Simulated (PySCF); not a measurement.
**SnH2F2 (SMILES [F][SnH2][F]) at B2PLYP/def2-SVP (core potential)**

Aim: the vertical ionisation energy of SnH2F2 at B2PLYP/def2-SVP (core potential), from 2 runs. Input form: a Python script.

The results are computed with PySCF 2.14.0.

2 further runs of the same task are left out: 2 set aside as unsound or not needed.

## (1) The system as given

SnH2F2: 5 atoms, total charge 0, spin state singlet. As SMILES, `[F][SnH2][F]`. The coordinates come from a PBE0-D4/def2-TZVP relaxation.

Bond lengths: F1–Sn2 1.909 Å, Sn2–F3 1.909 Å, Sn2–H4 1.692 Å, Sn2–H5 1.692 Å. Angles: F1–Sn2–F3 103.3°, F1–Sn2–H4 107.1°, F1–Sn2–H5 107.1°, F3–Sn2–H4 107.1°, F3–Sn2–H5 107.1°, H4–Sn2–H5 123.6°.

## (2) A single-point energy at B2PLYP/def2-SVP (core potential)

Input file input.py:

```python
from pyscf import gto, dft, mp

mol = gto.Mole()
mol.atom = '''
F   -0.343500  -0.356300   1.741400
Sn   0.128900  -0.073200  -0.086200
F   -1.231200   1.110700  -0.712400
H   -0.087400  -1.547100  -0.889100
H    1.583200   0.792100  -0.095000
'''
mol.ecp = {'Sn': 'def2-svp'}
mol.spin = 0
mol.charge = 0
mol.max_memory = 1860
mol.verbose = 3
mol.basis = 'def2-svp'
mol.build()

mf = dft.RKS(mol)
mf.xc = '0.53*HF + 0.47*B88, 0.73*LYP'
mf.conv_tol = 1e-10
mf.grids.level = 5
mf.kernel()
if not mf.converged:
    mf = mf.newton().run(mf.mo_coeff, mf.mo_occ)

pt = mp.MP2(mf, frozen=6).run()
e_final = mf.e_tot + 0.27 * pt.e_corr
print('PT2 part  %.8f' % (0.27 * pt.e_corr))
print(f'total energy: {e_final:.8f} hartree')
```

Run with:

```
$ OMP_NUM_THREADS=1 python input.py
```

The log of the run:

```text
converged SCF energy = -414.469500392828
E(RMP2) = -415.065765932755  E_corr = -0.596265539927114
E(SCS-RMP2) = -415.047737203301  E_corr = -0.578236810473152
PT2 part  -0.16099170
total energy: -414.63049209 hartree
```

Wall time 8.7 s (1 thread of Arm Neoverse V1, shared host); peak memory 0.33 GiB.

## (3) The doublet cation, same level

Input file input.py:

```python
from pyscf import gto, dft, mp

mol = gto.Mole()
mol.atom = '''
F       -0.343500      -0.356300       1.741400
Sn       0.128900      -0.073200      -0.086200
F       -1.231200       1.110700      -0.712400
H       -0.087400      -1.547100      -0.889100
H        1.583200       0.792100      -0.095000
'''
mol.verbose = 3
mol.basis = 'def2-svp'
mol.ecp = {'Sn': 'def2-svp'}
mol.spin = 1
mol.max_memory = 1860
mol.charge = 1
mol.build()

myscf = dft.UKS(mol)
myscf.xc = '0.53*HF + 0.47*B88, 0.73*LYP'
myscf.conv_tol = 1e-10
myscf.grids.level = 5
myscf.kernel()
if not myscf.converged:
    myscf = myscf.newton().run(myscf.mo_coeff, myscf.mo_occ)

pt = mp.MP2(myscf, frozen=6).run()
energy = myscf.e_tot + 0.27 * pt.e_corr
print('PT2 part  %.8f' % (0.27 * pt.e_corr))
print(f'total energy: {energy:.8f} hartree')
```

Run with:

```
$ OMP_NUM_THREADS=1 python input.py
```

The log of the run:

```text
WARN: HOMO -0.893675237130143 >= LUMO -0.89367523713015

converged SCF energy = -414.013250514688  <S^2> = 0.7901979  2S+1 = 2.0398018
E(UMP2) = -414.64087634917  E_corr = -0.627625834482781
E(SCS-UMP2) = -414.614007616185  E_corr = -0.600757101497195
PT2 part  -0.16945898
total energy: -414.18270949 hartree
```

It took 21 s on 1 thread of Arm Neoverse V1, shared host; peak memory 0.34 GiB.

## (4) Summary of results

Level: B2PLYP/def2-SVP (core potential), 6 core orbitals frozen.

```
                                                                quantity          value
                                            singlet SnH2F2: total energy  -414.63049 Eh
                                singlet SnH2F2: dipole moment (SCF part)         3.63 D
                       singlet SnH2F2: HOMO energy (SCF part's orbitals)      -11.11 eV
                       singlet SnH2F2: LUMO energy (SCF part's orbitals)        0.65 eV
                     singlet SnH2F2: HOMO–LUMO gap (SCF part's orbitals)       11.76 eV
                                            doublet cation: total energy  -414.18271 Eh
doublet cation: HOMO energy (SCF part's orbitals) (highest over α and β)      -18.25 eV
 doublet cation: LUMO energy (SCF part's orbitals) (lowest over α and β)      -13.70 eV
                                                    doublet cation: ⟨S²⟩          0.790
                      vertical ionisation energy (to the doublet cation)      12.185 eV
```

What this shows: The vertical ionisation energy comes to 12.18 eV (281 kcal/mol). The negative HOMO energy of the first species, 11.11 eV, lies 1.07 eV below that difference. Mulliken charges (singlet SnH2F2) run from -0.50 on F1 to +1.20 on Sn2.
